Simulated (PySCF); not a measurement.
# H2HoO2 ([Ho(OH)2]+): the cost of one run

Programs: PySCF 2.14.0, with routines of our own; each step states its level. All values are computed. Atoms count from 0.

### Step 1. The starting structure

5 atoms, charge 1, states of the metal's open shell are computed; geometry from: model geometry, bond lengths from ionic radii.

### Step 2. Ligand-field states: state-averaged CASSCF

Job settings and geometry (Å):

```
{"job": {"kind": "lf", "basis": {"metal": "x2c-TZVPall", "ligand": "x2c-SVPall"}, "nevpt": false}, "charge": 1, "metal": "Ho", "open_shell": "f10"}
Ho     0.000000     0.000000     0.000000
O      0.000000     0.000000     2.031000
H      0.800000     0.000000     2.571000
O      0.000000     0.000000    -2.031000
H     -0.800000     0.000000    -2.571000
```

Method: state-averaged CASSCF of the metal f shell, state-interaction spin-orbit coupling.

Run with:

```bash
$ OMP_NUM_THREADS=1 python lf_run.py task.json out
```

This one command runs all jobs of the session in turn.

Q: Estimate the wall time and peak memory of this first job on 1 thread of Intel Xeon Platinum 8488C, shared host.

About 17 s, with a peak of 0.42 GiB.
